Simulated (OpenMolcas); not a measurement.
# Cu⁴⁺ among point charges: CASSCF and CASPT2 levels and susceptibility, part 2 of 2

Aim: the splitting of the states of Cu⁴⁺ in the field of 5 point charges, its lowest levels with spin-orbit coupling and its magnetic susceptibility.

OpenMolcas 26.06; ANO-RCC-VTZP, DKH2, active space 7 electrons in 5 orbitals (3d), orbitals: per spin and parity. Surroundings: 5 point charges of -0.65 e arranged as a square pyramid (C4v), 1.72 Å from the ion, with the axial distance 1.789 Å.

## Step 6: CASPT2: IPEA 0.25, imaginary shift 0.1 (closed shells correlated: 3s 3p)

The input, a.inp:

```
>>> COPY JOB001 $Project.JobIph
&CASPT2
Multistate=10 1 2 3 4 5 6 7 8 9 10
NoMult
Frozen=5
IPEA=0.25
Imaginary=0.1
MaxIter=60
WThr=0.0 0.3 0.05
PrWF=0.5
NoMix
>>> COPY JOB002 $Project.JobIph
&CASPT2
Multistate=40 1 2 3 4 5 6 7 8 9 10 11 12 13 14 15 16 17 18 19 20 21 22
23 24 25 26 27 28 29 30 31 32 33 34 35 36 37 38 39 40
NoMult
Frozen=5
IPEA=0.25
Imaginary=0.1
MaxIter=60
WThr=0.0 0.3 0.05
PrWF=0.5
NoMix
```

Standard output:

```text
Orbital specifications:
      -----------------------

      Symmetry species                           1
                                                 a
      Frozen orbitals                            5
      Inactive orbitals                          4
      Active orbitals                            5
      Secondary orbitals                        45
      Deleted orbitals                           0
      Number of basis functions                 59
Type of calculation                        SS-CASPT2
      Fock operator                              state-specific
      IPEA shift                                 0.25
      Real shift                                 0.00
      Imaginary shift                            0.10
      The input orbitals will be transformed to quasi-canonical
Reference energy:       -1652.9331932928
      E2 (Non-variational):      -0.5226562653
      Shift correction:          -0.0000423563
      E2 (Variational):          -0.5226986216
      Total energy:           -1653.4558919143
      Residual norm:              0.0000000916
      Reference weight:           0.95973
      Contributions to the CASPT2 correlation energy
      Active & Virtual Only:         -0.1796522134
      One Inactive Excited:          -0.2533473357
      Two Inactive Excited:          -0.0896567161
Reference energy:       -1652.9317290781
      E2 (Non-variational):      -0.5219987601
      Shift correction:          -0.0000422168
      E2 (Variational):          -0.5220409769
      Total energy:           -1653.4537700550
      Residual norm:              0.0000001013
      Reference weight:           0.95985
      Contributions to the CASPT2 correlation energy
      Active & Virtual Only:         -0.1793128612
      One Inactive Excited:          -0.2531172118
      Two Inactive Excited:          -0.0895686871
::    CASPT2 Root  1     Total energy:  -1653.45589191
::    CASPT2 Root  2     Total energy:  -1653.45377006
::    CASPT2 Root  3     Total energy:  -1653.45377006
::    CASPT2 Root  4     Total energy:  -1653.45007059
::    CASPT2 Root  5     Total energy:  -1653.45071724
::    CASPT2 Root  6     Total energy:  -1653.45071724
::    CASPT2 Root  7     Total energy:  -1653.44534654
::    CASPT2 Root  8     Total energy:  -1653.36421469
::    CASPT2 Root  9     Total energy:  -1653.36421469
::    CASPT2 Root 10     Total energy:  -1653.35195744
Orbital specifications:
      -----------------------

      Symmetry species                           1
                                                 a
      Frozen orbitals                            5
      Inactive orbitals                          4
      Active orbitals                            5
      Secondary orbitals                        45
      Deleted orbitals                           0
      Number of basis functions                 59
Type of calculation                        SS-CASPT2
      Fock operator                              state-specific
      IPEA shift                                 0.25
      Real shift                                 0.00
      Imaginary shift                            0.10
      The input orbitals will be transformed to quasi-canonical
Reference energy:       -1652.8209521861
      E2 (Non-variational):      -0.5342214068
      Shift correction:          -0.0000440824
      E2 (Variational):          -0.5342654892
      Total energy:           -1653.3552176754
      Residual norm:              0.0000000425
      Reference weight:           0.95830
      Contributions to the CASPT2 correlation energy
      Active & Virtual Only:         -0.1849569215
      One Inactive Excited:          -0.2578335663
      Two Inactive Excited:          -0.0914309190
Reference energy:       -1652.8205925145
      E2 (Non-variational):      -0.5345881805
      Shift correction:          -0.0000441698
      E2 (Variational):          -0.5346323503
      Total energy:           -1653.3552248648
      Residual norm:              0.0000000405
      Reference weight:           0.95823
      Contributions to the CASPT2 correlation energy
      Active & Virtual Only:         -0.1850690068
      One Inactive Excited:          -0.2581061024
      Two Inactive Excited:          -0.0914130713
::    CASPT2 Root  1     Total energy:  -1653.35521768
::    CASPT2 Root  2     Total energy:  -1653.35522486
::    CASPT2 Root  3     Total energy:  -1653.35405373
::    CASPT2 Root  4     Total energy:  -1653.35405373
::    CASPT2 Root  5     Total energy:  -1653.35313741
::    CASPT2 Root  6     Total energy:  -1653.35232076
::    CASPT2 Root  7     Total energy:  -1653.35184479
::    CASPT2 Root  8     Total energy:  -1653.35184479
::    CASPT2 Root  9     Total energy:  -1653.35179687
::    CASPT2 Root 10     Total energy:  -1653.32292106
::    CASPT2 Root 11     Total energy:  -1653.32292106
::    CASPT2 Root 12     Total energy:  -1653.32482055
::    CASPT2 Root 13     Total energy:  -1653.31998350
::    CASPT2 Root 14     Total energy:  -1653.33099883
::    CASPT2 Root 15     Total energy:  -1653.33014428
::    CASPT2 Root 16     Total energy:  -1653.33014428
::    CASPT2 Root 17     Total energy:  -1653.31917806
::    CASPT2 Root 18     Total energy:  -1653.31917806
::    CASPT2 Root 19     Total energy:  -1653.31474959
::    CASPT2 Root 20     Total energy:  -1653.31276836
::    CASPT2 Root 21     Total energy:  -1653.31086926
::    CASPT2 Root 22     Total energy:  -1653.31086926
::    CASPT2 Root 23     Total energy:  -1653.31041273
::    CASPT2 Root 24     Total energy:  -1653.31706654
::    CASPT2 Root 25     Total energy:  -1653.31398571
::    CASPT2 Root 26     Total energy:  -1653.31398571
::    CASPT2 Root 27     Total energy:  -1653.31320272
::    CASPT2 Root 28     Total energy:  -1653.31216616
::    CASPT2 Root 29     Total energy:  -1653.23194235
::    CASPT2 Root 30     Total energy:  -1653.23194235
```

This run: 10 s of run time, 1 thread of Arm Neoverse V2, shared host.

SS-CASPT2: lowest energy less the reference's lowest, -0.5227 hartree; reference weights 0.953 to 0.960.

States without spin-orbit coupling:

| state | degeneracy | E (cm-1) | free-ion L (%) |
| --- | --- | --- | --- |
| quartet | 1 | 0 | F (100) |
| quartet | 2 | 466 | F (100) |
| quartet | 2 | 1136 | F (100) |
| quartet | 1 | 1278 | F (100) |
| quartet | 1 | 2314 | F (100) |
| quartet | 2 | 20121 | P (100) |
| doublet | 1 | 22094 | G (99) |
| doublet | 1 | 22095 | G (98) |
| doublet | 2 | 22351 | G (99) |
| doublet | 1 | 22552 | G (100) |
| doublet | 1 | 22731 | G (100) |
| quartet | 1 | 22811 | P (100) |
| doublet | 2 | 22836 | G (99) |
| doublet | 1 | 22846 | G (99) |
| doublet | 1 | 27411 | P (71) |
| doublet | 2 | 27598 | P (68) |
| doublet | 1 | 28767 | H (75) |
| doublet | 2 | 29184 | H (92) |
| doublet | 1 | 29828 | H (97) |
| doublet | 2 | 30005 | H (84) |
| doublet | 1 | 30469 | D (99) |
| doublet | 1 | 30977 | H (99) |
| doublet | 2 | 31145 | D (89) |
| doublet | 1 | 31317 | D (99) |

With spin-orbit coupling:

```json
{"E (cm-1)": "0", "Degeneracy": "2", "2S+1": "4", "g": "1.60 6.62 6.62"}
{"E (cm-1)": "210", "Degeneracy": "2", "2S+1": "4", "g": "2.26 2.26 4.21"}
{"E (cm-1)": "740", "Degeneracy": "2", "2S+1": "4", "g": "0.63 0.63 11.57"}
{"E (cm-1)": "740", "Degeneracy": "2", "2S+1": "4", "g": "1.76 1.76 6.51"}
{"E (cm-1)": "1110", "Degeneracy": "2", "2S+1": "4", "g": "0.52 0.52 7.95"}
{"E (cm-1)": "1930", "Degeneracy": "2", "2S+1": "4", "g": "2.20 2.38 2.38"}
{"E (cm-1)": "2050", "Degeneracy": "2", "2S+1": "4", "g": "1.13 4.84 4.84"}
{"E (cm-1)": "2390", "Degeneracy": "2", "2S+1": "4", "g": "2.71 2.71 3.21"}
{"E (cm-1)": "2560", "Degeneracy": "2", "2S+1": "4", "g": "0.08 0.08 8.63"}
{"E (cm-1)": "3100", "Degeneracy": "2", "2S+1": "4", "g": "2.34 2.70 2.70"}
{"E (cm-1)": "3210", "Degeneracy": "2", "2S+1": "4", "g": "0.42 1.09 1.09"}
{"E (cm-1)": "3680", "Degeneracy": "2", "2S+1": "4", "g": "2.41 2.41 3.41"}
{"E (cm-1)": "4490", "Degeneracy": "2", "2S+1": "4", "g": "0.45 0.45 2.05"}
{"E (cm-1)": "4570", "Degeneracy": "2", "2S+1": "4", "g": "0.31 1.49 1.49"}
{"E (cm-1)": "20860", "Degeneracy": "2", "2S+1": "4", "g": "0.04 0.04 7.99"}
{"E (cm-1)": "21010", "Degeneracy": "2", "2S+1": "4", "g": "0.04 0.04 4.01"}
{"E (cm-1)": "21200", "Degeneracy": "2", "2S+1": "4", "g": "0.35 1.60 1.60"}
{"E (cm-1)": "21570", "Degeneracy": "2", "2S+1": "4", "g": "2.03 2.03 3.57"}
{"E (cm-1)": "22700", "Degeneracy": "2", "2S+1": "2", "g": "3.28 3.28 4.65"}
{"E (cm-1)": "22770", "Degeneracy": "2", "2S+1": "2", "g": "1.91 3.11 3.11"}
{"E (cm-1)": "22980", "Degeneracy": "2", "2S+1": "2", "g": "3.64 3.87 3.87"}
{"E (cm-1)": "23380", "Degeneracy": "2", "2S+1": "2", "g": "1.58 3.94 3.94"}
{"E (cm-1)": "23460", "Degeneracy": "2", "2S+1": "2", "g": "0.86 5.32 5.32"}
{"E (cm-1)": "23690", "Degeneracy": "2", "2S+1": "4", "g": "0.02 0.02 5.81"}
```

Powder χT (cm³ K/mol): 2.85 at 2 K, 2.90 at 5 K, 2.99 at 10 K, 3.15 at 20 K, 3.65 at 50 K, 4.29 at 100 K, 4.63 at 150 K, 4.81 at 200 K, 4.94 at 250 K, 5.02 at 300 K.

## Step 7: The methods side by side

A. CASSCF
B. SS-CASPT2, IPEA 0.25, imaginary shift 0.1 (closed shells correlated: 3s 3p)

| method | ground state | first state of that spin (cm-1) | first gap with spin-orbit (cm-1) | χT at 300 K |
| --- | --- | --- | --- | --- |
| A | quartet | quartet 321.4 | 162.0 | 5.11 |
| B | quartet | quartet 465.7 | 210.8 | 5.02 |

## Step 8: What came out

The summary covers parts 1 to 2.

| quantity | value |
| --- | --- |
| method | SS-CASPT2, IPEA 0.25, imaginary shift 0.1 (closed shells correlated: 3s 3p) |
| spin-free ground state | quartet, 1-fold in its orbital part |
| first state of the same spin within the active space | quartet at 466 cm⁻¹ |
| lowest level | 2-fold, g = 1.60, 6.62, 6.62 |
| next level | 210.8 cm⁻¹ |
| χT at 300 K | 5.02 cm³ K/mol |
| effective moment at 300 K | 6.34 μB |

Cost by method:

| method | time of its own steps | time with the reference |
| --- | --- | --- |
| A. CASSCF | 9.9 s | 9.9 s |
| B. SS-CASPT2, IPEA 0.25, imaginary shift 0.1, +3s 3p | 10 s | 20 s |

Times are of one thread on a shared host.

**Reading.** The spin-free ground state (quartet) comes to 100 % from free-ion F terms and keeps the highest spin of the shell. χT at 300 K is 5.02, against 1.88 cm³ K/mol for the spin alone, so orbital moment adds to it. An active space of the d shell alone favours high spin; real ions in strong fields can be low spin. The field of point charges can differ much from that of real complexes. With metal d orbitals alone active, the gaps between spin states are rough; where two lie within a few thousand cm-1, their order is open. Point charges carry no covalency, so the field is a model and not that of real ligands.
